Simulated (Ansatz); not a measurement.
# Zn3NO3: the cost of one run

All numbers below are computed with Ansatz 0.2.0 (DFT PBE+D3(BJ), plane waves, PAW, scalar-relativistic, no spin polarisation).

**1. Starting point**

The cell holds 14 atoms (N2O6Zn6): a = 5.628 Å, b = 6.135 Å, c = 17.470 Å, α = 90.00°, β = 90.00°, γ = 117.30°.

Structure file:

```xyz
14
Lattice="5.6281 0.0000 0.0000 -2.8141 5.4515 0.0000 0.0000 0.0000 17.4698" Properties=species:S:1:pos:R:3 pbc="T T T"
Zn    1.8760    0.0000    1.0000
Zn    0.9380    2.9679    1.7754
O    -0.9380    3.5535    1.5926
O     0.9380    1.0699    2.3680
Zn    4.6901    0.4842    2.5509
Zn    3.7521    3.4521    3.3263
O     1.8760    4.0377    3.1435
O     3.7521    1.5541    3.9189
Zn    1.8760    0.9684    4.1017
Zn    0.9380    3.9363    4.8772
O    -0.9380    4.5219    4.6943
O     0.9380    2.0383    5.4698
N    -2.4015    5.3629    8.9455
N    -1.6370    4.5038    9.0455
```

**2. The run**

240 steps of 1 fs at constant energy.

Contents of input.yaml:

```yaml
crystal:
  lattice:
    - [5.628126, 0.0, 0.0]
    - [-2.814063, 5.45153, 0.0]
    - [0.0, 0.0, 17.469762]
  atoms:
    - { symbol: Zn, position: [0.3333333, 0.0, 0.0572418] }
    - { symbol: Zn, position: [0.4388716, 0.5444099, 0.101629] }
    - { symbol: O, position: [0.1592523, 0.651838, 0.0911625] }
    - { symbol: O, position: [0.2647906, 0.1962479, 0.1355498] }
    - { symbol: Zn, position: [0.8777432, 0.0888197, 0.1460163] }
    - { symbol: Zn, position: [0.9832815, 0.6332296, 0.1904036] }
    - { symbol: O, position: [0.7036622, 0.7406578, 0.179937] }
    - { symbol: O, position: [0.8092005, 0.2850676, 0.2243243] }
    - { symbol: Zn, position: [0.4221531, 0.1776395, 0.2347908] }
    - { symbol: Zn, position: [0.5276913, 0.7220493, 0.2791781] }
    - { symbol: O, position: [0.2480721, 0.8294775, 0.2687116] }
    - { symbol: O, position: [0.3536103, 0.3738874, 0.3130988] }
    - { symbol: "N", position: [0.065176, 0.983735, 0.512058] }
    - { symbol: "N", position: [0.1222237, 0.8261513, 0.5177822] }
basis:
  ecutwfc: 420.0
kpoints:
  mp_grid: { grid: [2, 2, 1] }
hamiltonian:
  xc: pbe
  dispersion: d3bj
  pseudopotentials: { kind: paw, azcp: { folder: soft_1 } }
scf:
  occupations: { method: fermi_dirac, width: 0.02 }
  lower_state_search: "off"
md:
  timestep: 1
  n_steps: 240
  ensemble: nve
  initial_velocities: zero
  seed: 459025
  initial_site_velocities:
    - { site: 12, velocity: [0.0, 0.0, -0.117374] }
    - { site: 13, velocity: [0.0, 0.0, -0.117374] }
  constraints: [{ sites: [0] }]
```

Run with:

```console
$ ansatz run input.yaml --threads 1 --pin off --max-ram 3072MiB --backend cpu --events-out ev --progress --plain --runs-dir out
```

**Question.** How long does this run take on 1 thread of Arm Neoverse V2, shared host, and how much memory does it need?

About 31 min, with a peak of 0.83 GiB.
